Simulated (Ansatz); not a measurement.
# SiB6: from a guess to a relaxed structure, part 2 of 2

Aim: relax a trial structure of SiB6 and see where it ends.

Ansatz 0.2.0; DFT PBE, scalar-relativistic, plane waves, PAW.

### 4 Relaxation on the finer mesh

The end of the coarse run is made exact in the group found at a tolerance of 0.06 Å and reduced to its primitive cell.

File input.yaml:

```yaml
crystal:
  lattice:
    - [1.5845651951, -3.3226525565, 0.0]
    - [1.5845651951, 3.3226525565, 0.0]
    - [0.0, 0.0, 5.7084223341]
  atoms:
    - { symbol: Si, position: [0.5, 0.5, 0.5] }
    - { symbol: B, position: [0.0, 0.0, 0.2601928032] }
    - { symbol: B, position: [0.0, 0.0, 0.7398071968] }
    - { symbol: B, position: [0.8167083933, 0.1832916067, 0.5] }
    - { symbol: B, position: [0.1832916067, 0.8167083933, 0.5] }
    - { symbol: B, position: [0.1478224902, 0.8521775098, 0.0] }
    - { symbol: B, position: [0.8521775098, 0.1478224902, 0.0] }
basis:
  ecutwfc: 420
kpoints:
  mp_grid: { grid: [14, 14, 8] }
hamiltonian:
  xc: pbe
scf:
  occupations: { method: gaussian, width: 0.1 }
output:
  forces: true
  stress: true
  eigenvalues: true
  write_density: true
  write_potential: true
  elf: true
  volumetric_format: npy
relax:
  adjacent_minimum: "off"
  f_tol: 0.01
  max_steps: 80
  cell: { stress_tol: 0.05 }
```

On the command line:

```bash
$ ansatz run input.yaml --threads 1 --pin off --max-ram 2560MiB --backend cpu --events-out ev --progress --plain --runs-dir out
```

The log of the run:

```text
Warning: RAYON_NUM_THREADS=1 ignored (pool sized by the plan → 1); use --threads N
Engine: ansatz 0.2.0, aarch64-unknown-linux-gnu
Pseudopotentials: kind: paw
Pseudopotential: Si, paw, valence charge 4, recommended cutoff 420 eV (normal), Si.paw.azcp
Pseudopotential: B, paw, valence charge 3, recommended cutoff 420 eV (normal), B.paw.azcp
Functional definition: PBE
  parameter kappa = 0.804
  parameter beta = 0.06672455060314922
  exchange = pbe_x(kappa = kappa, mu = beta*pi^2/3)
  correlation = pbe_c(beta = beta)
Crystal: 7 atoms, lattice volume = 60.109 Å³
Basis set: ecut = 420 eV, 1205 PW (Γ), exchange–correlation on 50×50×80 points (8 copies of the dense FFT grid, shifted against one another)
Bands: 18, of which v1, the nominal top of the filled ones, is band 11 counted from 1 (10 counted from 0)
Symmetry: 8 space group operations
Space group: Cmmm (ITA 65), of the structure as read, at distance tolerance 3.9e-5 Å
k-points: 285 of 1568
Non-local potential: Si, projectors of the file, l = 0: 2, l = 1: 2, l = 2: 2
Non-local potential: B, projectors of the file, l = 0: 2, l = 1: 2, l = 2: 1
PAW form: soft (Blöchl's): semilocal exchange-correlation on the pseudo side does not see the compensation charge
PAW one-centre angular grid: Si, 110 points (default); XC on 64 Gauss nodes
PAW one-centre angular grid: B, 110 points (default); XC on 64 Gauss nodes
Initial density: superposition of atomic densities (neutral atoms: chi_scale 0, normalization atom), corrected by the library's trained network
Initial wavefunctions: pseudopotential atomic-orbital guess
Functional: x = pbe(κ = 0.804, μ = 0.2195149727645171), c = pbe(β = 0.06672455060314922)
SCF iter   1: F=—  HF=-1566.340382 eV  |F-HF|=—  |Δ(HF+E_count)|=         —  Δρ=6.30e-3  dr2=2.91e-2  ethr=1.77e-3  ⟨swp⟩=5.5  Hψ=30066  notcnv=0  defer=73
preconditioner: auto → Kerker (q_TF=auto, 2.307 Å⁻¹)  [metal: Δε(μ)=0.006 eV  Ē_g=10.729 eV  σ=0.100 eV  W_gap=0.03  n_scr=14 (ndim 8)  ℏωp=22.5 eV  f_vac=0.000  D(μ)=1.61/eV (n_scr^D=14)]
SCF iter   2: F=—  HF=-1566.335724 eV  |F-HF|=—  |Δ(HF+E_count)|=   4.66e-3  Δρ=3.71e-3  dr2=1.03e-2  ethr=1.32e-4  ⟨swp⟩=1.0  Hψ=7410  notcnv=0  defer=124
SCF iter   3: F=—  HF=-1566.333439 eV  |F-HF|=—  |Δ(HF+E_count)|=   2.28e-3  Δρ=5.55e-4  dr2=7.56e-4  ethr=4.67e-5  ⟨swp⟩=2.5  Hψ=7629  notcnv=0  defer=124
SCF iter   4: F=—  HF=-1566.333360 eV  |F-HF|=—  |Δ(HF+E_count)|=   7.95e-5  Δρ=2.45e-4  dr2=9.55e-5  ethr=3.43e-6  ⟨swp⟩=1.1  Hψ=4644  notcnv=0  defer=124
SCF iter   5: F=—  HF=-1566.333365 eV  |F-HF|=—  |Δ(HF+E_count)|=   5.71e-6  Δρ=6.44e-5  dr2=6.77e-6  ethr=4.34e-7  ⟨swp⟩=1.6  Hψ=5877  notcnv=0  defer=124
SCF iter   6: F=—  HF=-1566.333366 eV  |F-HF|=—  |Δ(HF+E_count)|=   4.49e-7  Δρ=1.72e-5  dr2=2.18e-7  ethr=3.08e-8  ⟨swp⟩=2.3  Hψ=7116  notcnv=0  defer=124
SCF iter   7: F=-1566.333366 eV  HF=-1566.333366 eV  |F-HF|=2.91e-9  |Δ(HF+E_count)|=   9.80e-8  Δρ=3.53e-6  dr2=1.16e-8  ethr=4.55e-10  ⟨swp⟩=12.9  Hψ=35450  notcnv=0
SCF 1 converged in 7 iterations: F = -1566.333366 eV  dr2 = 1.16e-8
relax step   1: F+E_penalty+E_count = -1566.33336603 eV  Δ(F+E_penalty+E_count) = +0.000e0 eV  max|allowed force component| = 3.998e-2 eV/Å  Δτ_max = 0.0000 Å  P = -0.118 GPa  Ω = 60.109 Å³  (7 SCF iters, dr2 threshold 1.00e-7 eV, accepted)
Crystal: 7 atoms, lattice volume = 60.066 Å³
Basis set: ecut = 420 eV, 1197 PW (Γ), exchange–correlation on 50×50×80 points (8 copies of the dense FFT grid, shifted against one another)
Initial density: handed on by an earlier stage of this run
Initial wavefunctions: those handed on with the density
iter 1 solved again at ethr=3.90e-7 eV; its pass at ethr=3.10e-3 eV (dr2=8.58e-5 eV) is discarded
SCF iter   1: F=—  HF=-1566.333674 eV  |F-HF|=—  |Δ(HF+E_count)|=         —  Δρ=2.77e-4  dr2=8.85e-5  ethr=3.90e-7  ⟨swp⟩=2.1  Hψ=29081  notcnv=0
preconditioner: auto → Kerker (q_TF=auto, 2.308 Å⁻¹)  [metal: Δε(μ)=0.010 eV  Ē_g=10.736 eV  σ=0.100 eV  W_gap=0.06  n_scr=14 (ndim 8)  ℏωp=22.5 eV  f_vac=0.000  D(μ)=1.63/eV (n_scr^D=14)]
SCF iter   2: F=—  HF=-1566.333671 eV  |F-HF|=—  |Δ(HF+E_count)|=   2.95e-6  Δρ=1.39e-4  dr2=1.46e-5  ethr=3.90e-7  ⟨swp⟩=1.0  Hψ=5136  notcnv=0
SCF iter   3: F=-1566.333668 eV  HF=-1566.333668 eV  |F-HF|=1.49e-7  |Δ(HF+E_count)|=   3.03e-6  Δρ=2.87e-5  dr2=4.55e-7  ethr=2.51e-9  ⟨swp⟩=8.6  Hψ=36852  notcnv=0
SCF 2 converged in 3 iterations: F = -1566.333668 eV  dr2 = 4.55e-7
relax step   2: F+E_penalty+E_count = -1566.33366783 eV  Δ(F+E_penalty+E_count) = -3.018e-4 eV  max|allowed force component| = 2.259e-2 eV/Å  Δτ_max = 0.0013 Å  P = +0.016 GPa  Ω = 60.066 Å³  energy of the carried Pulay correction = +6.542e-5 eV  (3 SCF iters, dr2 threshold 5.53e-7 eV, accepted)
Crystal: 7 atoms, lattice volume = 60.038 Å³
iter 1 solved again at ethr=2.53e-6 eV; its pass at ethr=3.10e-3 eV (dr2=5.56e-4 eV) is discarded
SCF iter   1: F=—  HF=-1566.334297 eV  |F-HF|=—  |Δ(HF+E_count)|=         —  Δρ=7.84e-4  dr2=5.67e-4  ethr=2.53e-6  ⟨swp⟩=2.0  Hψ=28332  notcnv=0
preconditioner: auto → Kerker (q_TF=auto, 2.308 Å⁻¹)  [metal: Δε(μ)=0.009 eV  Ē_g=10.735 eV  σ=0.100 eV  W_gap=0.05  n_scr=14 (ndim 8)  ℏωp=22.5 eV  f_vac=0.000  D(μ)=1.54/eV (n_scr^D=4)]
SCF iter   2: F=—  HF=-1566.334205 eV  |F-HF|=—  |Δ(HF+E_count)|=   9.12e-5  Δρ=4.18e-4  dr2=1.12e-4  ethr=2.53e-6  ⟨swp⟩=1.0  Hψ=5130  notcnv=0
SCF iter   3: F=—  HF=-1566.334191 eV  |F-HF|=—  |Δ(HF+E_count)|=   1.47e-5  Δρ=6.45e-5  dr2=1.88e-6  ethr=5.09e-7  ⟨swp⟩=1.6  Hψ=6519  notcnv=0
SCF iter   4: F=-1566.334190 eV  HF=-1566.334190 eV  |F-HF|=2.46e-9  |Δ(HF+E_count)|=   3.63e-7  Δρ=7.57e-6  dr2=3.76e-8  ethr=1.36e-9  ⟨swp⟩=10.6  Hψ=37794  notcnv=0
SCF 3 converged in 4 iterations: F = -1566.334190 eV  dr2 = 3.76e-8
relax step   3: F+E_penalty+E_count = -1566.33419034 eV  Δ(F+E_penalty+E_count) = -5.225e-4 eV  max|allowed force component| = 3.344e-2 eV/Å  Δτ_max = 0.0025 Å  P = +0.145 GPa  Ω = 60.038 Å³  energy of the carried Pulay correction = +1.084e-4 eV  (4 SCF iters, dr2 threshold 2.99e-7 eV, accepted)
[... from here on, the SCF cycles and remarks between the steps are left out ...]
relax step   4: F+E_penalty+E_count = -1566.15464385 eV  Δ(F+E_penalty+E_count) = +1.795e-1 eV  max|allowed force component| = 9.605e-1 eV/Å  Δτ_max = 0.0624 Å  P = +3.694 GPa  Ω = 59.415 Å³  energy of the carried Pulay correction = +1.061e-3 eV  (6 SCF iters, dr2 threshold 7.00e-7 eV, rejected (line search))
relax step   5: F+E_penalty+E_count = -1566.33536500 eV  Δ(F+E_penalty+E_count) = -1.175e-3 eV  max|allowed force component| = 7.775e-2 eV/Å  Δτ_max = 0.0025 Å  P = -0.038 GPa  Ω = 60.117 Å³  energy of the carried Pulay correction = -1.136e-5 eV  (9 SCF iters, accepted)
relax step   6: F+E_penalty+E_count = -1566.33071543 eV  Δ(F+E_penalty+E_count) = +4.650e-3 eV  max|allowed force component| = 2.295e-1 eV/Å  Δτ_max = 0.0079 Å  P = -0.431 GPa  Ω = 60.269 Å³  energy of the carried Pulay correction = -2.421e-4 eV  (5 SCF iters, dr2 threshold 7.00e-7 eV, rejected (line search))
relax step   7: F+E_penalty+E_count = -1566.33607825 eV  Δ(F+E_penalty+E_count) = -7.132e-4 eV  max|allowed force component| = 8.115e-2 eV/Å  Δτ_max = 0.0039 Å  P = -0.405 GPa  Ω = 60.267 Å³  energy of the carried Pulay correction = -2.393e-4 eV  (8 SCF iters, accepted)
relax step   8: F+E_penalty+E_count = -1566.33663997 eV  Δ(F+E_penalty+E_count) = -5.617e-4 eV  max|allowed force component| = 4.650e-2 eV/Å  Δτ_max = 0.0017 Å  P = -0.109 GPa  Ω = 60.184 Å³  energy of the carried Pulay correction = -1.141e-4 eV  (4 SCF iters, dr2 threshold 6.83e-7 eV, accepted)
relax step   9: F+E_penalty+E_count = -1566.33690144 eV  Δ(F+E_penalty+E_count) = -2.615e-4 eV  max|allowed force component| = 9.064e-3 eV/Å  Δτ_max = 0.0026 Å  P = +0.002 GPa  Ω = 60.170 Å³  energy of the carried Pulay correction = -9.175e-5 eV  (4 SCF iters, dr2 threshold 2.41e-7 eV, accepted)
relax step  10: F+E_penalty+E_count = -1566.33690696 eV  Δ(F+E_penalty+E_count) = -5.519e-6 eV  max|allowed force component| = 2.293e-3 eV/Å  Δτ_max = 0.0010 Å  P = +0.008 GPa  Ω = 60.178 Å³  energy of the carried Pulay correction = -1.041e-4 eV  (4 SCF iters, dr2 threshold 9.01e-9 eV, accepted)
Initial wavefunctions: pseudopotential atomic-orbital guess (no wavefunctions were taken with the density)
iter 1 solved again at ethr=1.76e-6 eV; its pass at ethr=3.10e-3 eV (dr2=3.88e-4 eV) is discarded
SCF iter   1: F=—  HF=-1566.337126 eV  |F-HF|=—  |Δ(HF+E_count)|=         —  Δρ=3.48e-5  dr2=7.42e-8  ethr=1.76e-6  ⟨swp⟩=2.8  Hψ=41183  notcnv=0
eigensolver tolerance schedule: the retry pair's looser diagonalisation over-reported the residual by 5231.64 of it (diagonalisation noise at an unbounded share of the residual, at the tolerance the schedule requests for it); recorded, not acted on — ethr = c·dr2/N_el stays at c = 1.0e-1
preconditioner: auto → Kerker (q_TF=auto, 2.307 Å⁻¹)  [metal: Δε(μ)=0.020 eV  Ē_g=10.736 eV  σ=0.100 eV  W_gap=0.11  n_scr=14 (ndim 8)  ℏωp=22.5 eV  f_vac=0.000  D(μ)=1.29/eV (n_scr^D=4)]
SCF iter   2: F=—  HF=-1566.337141 eV  |F-HF|=—  |Δ(HF+E_count)|=   1.51e-5  Δρ=1.86e-5  dr2=2.17e-8  ethr=3.37e-10  ⟨swp⟩=2.9  Hψ=9841  notcnv=0
SCF iter   3: F=—  HF=-1566.337141 eV  |F-HF|=—  |Δ(HF+E_count)|=   1.82e-7  Δρ=1.30e-6  dr2=4.17e-10  ethr=9.84e-11  ⟨swp⟩=2.0  Hψ=8220  notcnv=0
SCF iter   4: F=—  HF=-1566.337141 eV  |F-HF|=—  |Δ(HF+E_count)|=  3.25e-10  Δρ=4.89e-7  dr2=9.76e-11  ethr=1.00e-12  ⟨swp⟩=7.3  Hψ=25777  notcnv=0
SCF iter   5: F=-1566.337141 eV  HF=-1566.337141 eV  |F-HF|=1.36e-12  |Δ(HF+E_count)|=  1.75e-11  Δρ=9.50e-8  dr2=8.36e-12  ethr=1.00e-12  ⟨swp⟩=5.8  Hψ=19579  notcnv=0
SCF 11 converged in 5 iterations: F = -1566.337141 eV  dr2 = 8.36e-12
relax step  11: F+E_penalty+E_count = -1566.33714140 eV  Δ(F+E_penalty+E_count) = -2.344e-4 eV  max|allowed force component| = 2.275e-3 eV/Å  Δτ_max = 0.0000 Å  P = +0.013 GPa  Ω = 60.178 Å³  stress off target by 4.68e-2 GPa  SCF on the basis re-selected at this cell (its energy is not comparable with the rows above)  (5 SCF iters)
basis re-selected at this cell: Δ(F+E_penalty+E_count) = -2.344e-4 eV, ΔP = +0.005 GPa vs the last step (what re-selecting the basis moved, of the pressure what is left beyond the Pulay correction that the steps carried, after the strain that the cell walked since its last selection, with what the two solves' SCF thresholds leave and, on support functions, any second-order correction that the steps lacked; it is no measure of the basis error at this ecutwfc). This SCF's stress stands 4.68e-2 GPa from its target on what of the cell is left free (relax.cell.stress_tol is 5.00e-2 GPa) and its largest allowed force component is 2.27e-3 eV/Å (relax.f_tol is 1.00e-2 eV/Å): within both
SCF converged after 5 iterations
Free energy (F): -1566.337141 eV
Harris-Foulkes:  -1566.337141 eV  (|F-HF|=1.36e-12)
Internal energy: -1566.330683 eV  (E = F + TS)
E sigma→0 (E₀):  -1566.333912 eV
Entropy (-TS):   -0.006458 eV (-0.923 meV/atom)
Fermi energy:    8.904108 eV
--- Per-component energies (eV) ---
  E_band       = 57.523253
  E_kinetic    = 333.820288
  E_local      = -200.913586  (includes V_loc(G=0)·N_el)
  E_nonlocal   = 94.837468
  E_hartree    = 62.033223
  E_xc         = -248.066597
  E_vxc        = -275.888196  (∫ρ·V_xc dr)
  E_paw        = -984.254581  (= ΣΔE_a)
  E_vpaw       = -18.399134  (= ΣTr[D̂ρ^β])
  E_aug_tail   = -0.000011  (compensation charges beyond the density's cutoff)
  E_ewald      = -623.786887
  E_smearing   = -0.006458  (= −TS)
  E_closure    = 0.000000  (closes the sum)
  Σ components = -1566.337141   (vs F -1566.337141, Δ=0.00e0)
--- Forces (eV/Å), atoms counted from 1 ---
  atom   1  Si     0.00000000    -0.00000000     0.00000000
  atom   2  B      0.00000000    -0.00000000     0.00227497
  atom   3  B     -0.00000000     0.00000000    -0.00227497
  atom   4  B      0.00000000     0.00128208     0.00000000
  atom   5  B      0.00000000    -0.00128208    -0.00000000
  atom   6  B     -0.00000000    -0.00119363    -0.00000000
  atom   7  B      0.00000000     0.00119363     0.00000000
  max |Σ_I F_I| component: 2.78e-17 eV/Å
--- Stress (GPa, compression-positive) ---
        0.046822       0.000000       0.000000
        0.000000      -0.006778       0.000000
        0.000000       0.000000      -0.000398
  P = ⅓ Tr σ = 0.0132 GPa (0.132 kbar)
--- Band table (eV; the first three rows and the last of 285) ---
  k-point 0: bands = ["-7.4395", "-2.2433", "-1.1434", "3.2168", "3.2717", "5.1556", "5.7489", "6.0054", "6.2605", "7.1793", "8.7570", "10.8296", "11.0066", "11.5872", "12.4041", "12.7480", "13.2482", "13.9233"]
  k-point 1: bands = ["-7.4267", "-2.5680", "-0.6813", "3.2232", "3.2757", "5.1582", "5.6425", "5.7690", "6.2567", "7.1063", "8.8414", "10.5044", "10.9897", "11.6470", "12.8291", "12.8807", "13.2981", "14.3091"]
  k-point 2: bands = ["-7.3950", "-3.0222", "0.1845", "3.2389", "3.2847", "4.7766", "5.1642", "5.8200", "6.2271", "6.9531", "9.0212", "10.0013", "10.9493", "11.7247", "13.0745", "13.4599", "13.8418", "15.3038"]
  k-point 284: bands = ["-5.5203", "-3.3553", "-1.7073", "0.4900", "2.5181", "3.5784", "4.4283", "5.9083", "6.7591", "7.4460", "8.1115", "12.5652", "12.6325", "12.7378", "12.9763", "14.5499", "15.3343", "16.0267"]
--- Relaxed structure (10 steps of the walk, 8 accepted, 1 SCFs on fresh bases) ---
  F+E_penalty+E_count = -1566.33714140 eV   max|allowed force component| = 2.275e-3 eV/Å   (the final SCF, on the basis selected at the relaxed cell)
  cell:  # Å, volume = 60.1778 Å³
    - [1.6016833641734027, -3.2958903059818656, -5.93183211460514e-33]
    - [1.6016833641734027, 3.2958903059818656, 5.503349792226652e-33]
    - [-7.718073280910476e-34, 9.823002357522424e-33, 5.699764575578838]
  atoms:
    - { symbol: Si, position: [0.5, 0.5, 0.5] }
    - { symbol: B, position: [-9.323034654212857e-21, 9.323034654212558e-21, 0.2597741769102856] }
    - { symbol: B, position: [-9.323034654212386e-21, 9.323034654212258e-21, 0.7402258230897144] }
    - { symbol: B, position: [0.8174077776407489, 0.1825922223592511, 0.5] }
    - { symbol: B, position: [0.1825922223592511, 0.8174077776407489, 0.5] }
    - { symbol: B, position: [0.14818671226039348, 0.8518132877396065, -2.7132895146099233e-21] }
    - { symbol: B, position: [0.8518132877396065, 0.14818671226039348, -2.7132895146099236e-21] }
```

Wall time 3.6 min (1 thread of Arm Neoverse V1, shared host); peak memory 0.54 GiB.

Relaxation path:

| step | energy from step 1 (eV/cell) | largest force component (eV/Å) | pressure (GPa) | volume (Å³) |
| --- | --- | --- | --- | --- |
| 1 | 0.0000 | 0.0400 | -0.12 | 60.11 |
| 2 | -0.0003 | 0.0226 | 0.02 | 60.07 |
| 3 | -0.0008 | 0.0334 | 0.14 | 60.04 |
| 4 | 0.1787 | 0.9605 | 3.69 | 59.41 |
| 5 | -0.0020 | 0.0777 | -0.04 | 60.12 |
| 6 | 0.0027 | 0.2295 | -0.43 | 60.27 |
| 7 | -0.0027 | 0.0812 | -0.41 | 60.27 |
| 8 | -0.0033 | 0.0465 | -0.11 | 60.18 |
| 9 | -0.0035 | 0.0091 | 0.00 | 60.17 |
| 10 | -0.0035 | 0.0023 | 0.01 | 60.18 |
| 11 | -0.0038 | 0.0023 | 0.01 | 60.18 |

Step 1 is the start. Step 11 repeats the geometry before it on a plane-wave basis chosen anew for that cell, so its energy need not be comparable with the rows above. Steps 4, 6 were tried and not accepted.

Lengths and angles in the start's conventional setting:

|  | before | after | change |
| --- | --- | --- | --- |
| a (Å) | 3.169 | 3.203 | +1.1 % |
| b (Å) | 6.645 | 6.592 | -0.8 % |
| c (Å) | 5.708 | 5.700 | -0.2 % |
| volume (Å³/atom) | 8.59 | 8.60 | +0.1 % |
| shortest distance (Å) | 1.781 | 1.774 | -0.4 % |
| space group (0.01 Å) | Cmmm | Cmmm | same |

Forces and stress were held to the start's 8 operations: a distortion of lower symmetry was not tested.

Axes a, b and c in the maps are those of this run's conventional cell (a, b, c = 3.203, 6.592, 5.700 Å).

Density in a lattice plane of the grid's cell (edges 6.59 and 5.70 Å, at 0.000 of the third edge), which holds Si and B.

Ten even steps from ' ' (0.05 e/Å³) to '@' (0.91 e/Å³):
```
**##%%******==::..              ..::==******%%##
%%%%%%##**==::..                  ..::==**##%%%%
@@@@%%++--::..                      ..::--++%%@@
++####++::..                          ..::++####
--**##++--..        ..........        ..--++##**
%%%%%%**==::........::------::........::==**%%%%
####%%%%**++==--::--------------::--==++**%%%%##
++++##%%******++====--......--====++******%%##++
==++####--==####**++--..  ..--++**####==--####++
++++##%%******++====--......--====++******%%##++
####%%%%**++==--::--------------::--==++**%%%%##
%%%%%%**==::........::------::........::==**%%%%
--**##++--..        ..........        ..--++##**
++####++::..                          ..::++####
@@@@%%++--::..                      ..::--++%%@@
%%%%%%##**==::..                  ..::==**##%%%%
**##%%******==::..              ..::==******%%##
******----**++--..              ..--++**----****
```
Columns run along the first of these edges and rows up along the second, over one cell in 24 and 18 even steps from the bottom left corner. Atoms in the plane (fractional): Si at (0.50, 0.50), B at (1.00, 0.26), B at (1.00, 0.74), B at (0.18, 0.50), B at (0.82, 0.50), B at (0.85, 1.00), B at (0.15, 0.00).

ELF in the same plane.

Ten even steps from ' ' (0.00) to '@' (0.87):
```
%%%%**--::==####==::          ::==####==::--**%%
@@@@@@%%##****++::..          ..::++****##%%@@@@
%%@@@@@@##++--..                  ..--++##@@@@@@
  ::**##**--..      ..::::::..      ..--**##**::
  ..++##**--..    ..::==++==::..    ..--**##++..
::++%%@@%%++--....::==**##**==::....--++%%@@%%++
++##@@@@##++==++==================++==++##@@@@##
==++**++::..==####**--..::..--**####==..::++**++
::--==..    ==%%%%##--::==::--##%%%%==    ..==--
==++**++::..==####**--..::..--**####==..::++**++
++##@@@@##++==++==================++==++##@@@@##
::++%%@@%%++--....::==**##**==::....--++%%@@%%++
  ..++##**--..    ..::==++==::..    ..--**##++..
  ::**##**--..      ..::::::..      ..--**##**::
%%@@@@@@##++--..                  ..--++##@@@@@@
@@@@@@%%##****++::..          ..::++****##%%@@@@
%%%%**--::==####==::          ::==####==::--**%%
##**::    --##%%++::          ::++%%##--    ::**
```
Columns run along the first of these edges and rows up along the second, over one cell in 24 and 18 even steps from the bottom left corner. Atoms in the plane (fractional): Si at (0.50, 0.50), B at (1.00, 0.26), B at (1.00, 0.74), B at (0.18, 0.50), B at (0.82, 0.50), B at (0.85, 1.00), B at (0.15, 0.00).

Both are smooth fields of the valence electrons: close to the nuclei they are not physical.

The highest ELF values outside the cores: 0.91 on the B–B line, 1.0 Å from B; 0.77 on the Si–B line, 1.0 Å from Si.

### 5 Outcome

The summary covers parts 1 to 2. Changes of volume or cell count from the first structure of part 1.

```
                              quantity                                                                      value
symmetry at the end (tolerance 0.05 Å)                                                  space group Cmmm (No. 65)
                     conventional cell  a = 3.203 Å, b = 6.592 Å, c = 5.700 Å, α = 90.00°, β = 90.00°, γ = 90.00°
                                volume                                                               8.60 Å³/atom
              energy over the elements                                                              +0.71 eV/atom
                       gap on the mesh                                                               none (metal)
```

What this shows: The symmetry goes from space group Amm2 (No. 38) to space group Cmmm (No. 65), and the volume per atom shrinks by 3.2 % from the first guess. With a positive formation energy it can't be a ground state. No finished test with a distortion of lower symmetry is shown, so the end may be a saddle point. Where forces pass 15 eV/Å atoms stand far too close, the PAW spheres overlap strongly and those numbers are rough.
